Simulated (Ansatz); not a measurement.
Task: a ladder of methods at one geometry of FGeH₅OSi, SMILES O[SiH2][GeH2][F], with Ansatz 0.2.0 through its Python package. Give the script and its output. Settings (for the species named): revPBE, def2-SVP basis, multiplicity 1. The script varies functional: revpbe, pbe0, r2scan0, cam_b3lyp, b3lyp, lc_wpbe.

```xyz
9

O    -0.7055    1.7065   -0.8365
Si    0.5739    0.7868   -0.3524
Ge   -0.2296   -1.0880    0.7398
F    -1.1506   -2.0075   -0.3289
H    -1.2533    1.1692   -1.4974
H     1.4343    1.5855    0.5522
H     1.3821    0.3810   -1.5262
H     1.0454   -1.9418    1.1920
H    -1.0081   -0.6379    2.0404
```

`fgeh5osi_methods.py`
```python
"""One geometry of FGeH5OSi, method by method."""

from pathlib import Path

import ansatz as az
import numpy as np

system = (
    az.Crystal.molecule()
    .atom("O", (-0.7055, 1.7065, -0.8365))
    .atom("Si", (0.5739, 0.7868, -0.3524))
    .atom("Ge", (-0.2296, -1.088, 0.7398))
    .atom("F", (-1.1506, -2.0075, -0.3289))
    .atom("H", (-1.2533, 1.1692, -1.4974))
    .atom("H", (1.4343, 1.5855, 0.5522))
    .atom("H", (1.3821, 0.381, -1.5262))
    .atom("H", (1.0454, -1.9418, 1.192))
    .atom("H", (-1.0081, -0.6379, 2.0404))
)

base = system.calculation().basis(gaussian="def2-SVP")

print("functional    E (Ha)        dipole (D)   HOMO (eV)  LUMO (eV)")
for name in ["revpbe", "pbe0", "r2scan0", "cam_b3lyp", "b3lyp", "lc_wpbe"]:
    r = base.functional(name).forces().orbitals().run(runs_dir="runs").report
    lines = Path(r["orbitals_path"]).read_text().splitlines()
    field_of = lambda key: [line.split("=")[1].strip() for line in lines if line.startswith(key)]
    orbitals = [(27.211386 * float(e), s, float(n)) for e, s, n in zip(field_of("Ene="), field_of("Spin="), field_of("Occup="))]
    homo = max(e for e, _, n in orbitals if n > 0.5)
    lumo = min(e for e, _, n in orbitals if n < 0.5)
    dipole = 4.803205 * np.linalg.norm(r["charge_distribution"]["dipole_moment_e_ang"])
    print(f"{name:10s} {r['free_energy_ev'] / 27.211386246:14.6f} {dipole:9.3f} {homo:11.3f} {lumo:10.3f}")
```

```console
$ python fgeh5osi_methods.py
functional    E (Ha)        dipole (D)   HOMO (eV)  LUMO (eV)
revpbe       -2543.840823     0.279      -6.354     -1.384
pbe0         -2543.564341     0.386      -7.744     -0.645
r2scan0      -2543.966931     0.439      -7.978     -0.491
cam_b3lyp    -2544.201077     0.403      -9.015      0.446
b3lyp        -2544.192891     0.368      -7.500     -0.836
lc_wpbe      -2543.667939     0.379     -10.317      1.644
```

Reading the output:
- Total energies depend on the basis set; only differences at equal settings carry meaning.
- The geometry is a force-field or estimated start, not a minimum of this method, and the basis set is short of its limit. A lower total doesn't mark the better method: functionals have no common bound, and MP2 and coupled cluster aren't variational.
- b3lyp holds the VWN-RPA fit, as in Gaussian; the form of ORCA and Turbomole is b3lyp5.
- Levels such as HOMO and LUMO are orbital energies: with these approximate functionals they aren't the ionisation energy and electron affinity, and their gap isn't the fundamental gap.
- Finished in 31 s on 1 thread of Arm Neoverse V1, with other jobs on the host, peak memory 0.34 GiB.
